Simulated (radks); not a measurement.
# Excited configurations of Br

An exercise on one series of results from a longer session: the logs are not shown, and one member is left open.

Method: Dirac Kohn-Sham, PBEsol, spin-unpolarised, spherical densities, finite nucleus; open shells fill j = l - 1/2 first. Code: radks (a radial shooting solver on a logarithmic mesh, Libxc functionals) version 1.

## What is computed

| Quantity | Value |
| --- | --- |
| element | bromine (Z = 35) |
| charge | 0 |
| electrons | 35 |
| configuration | [Ar] 3d10 4s2 4p5 |
| nuclear rms radius | 4.1629 fm |

Set-up of the first run:

Settings of this run:

```text
Z 35
configuration [Ar] 3d10 4s2 4p5
relativity Dirac
functional pbe_sol,pbe_sol
spin unpolarised
j_filling energy
nucleus finite rms 4.1629 fm
c 137.035999084
```

Steps of the session up to this table: Ground configuration: [Ar] 3d10 4s2 4p5.

One table of the session follows, with a row left open; its other results are not shown here.

It belongs to the step «Ground configuration: [Ar] 3d10 4s2 4p5». Radial moments (bohr):

```
level     <r>  outermost maximum (interpolated)  90 % within  nodes
3s1/2  0.5517                             0.484        0.822      2
3p1/2  0.5573                             0.476        0.852      1
3p3/2  0.5678                             0.484        0.868      1
3d3/2  0.5882                             0.429        0.970      0
3d5/2       ?                                 ?            ?      ?
4s1/2   1.675                              1.42         2.50      3
4p1/2   2.071                              1.64         3.21      2
4p3/2   2.120                              1.68         3.29      2
```

**Question.** Estimate the row for 3d5/2.

The run gave: <r>: 0.5924; outermost maximum (interpolated): 0.432; 90 % within: 0.977; nodes: 0. In the column «<r>» it lies between 3d3/2 (0.5882) and 4s1/2 (1.675).

Caveats from the session: Spin polarisation and multiplet splitting are left out, so open shells lie too high by an amount that depends on their filling.
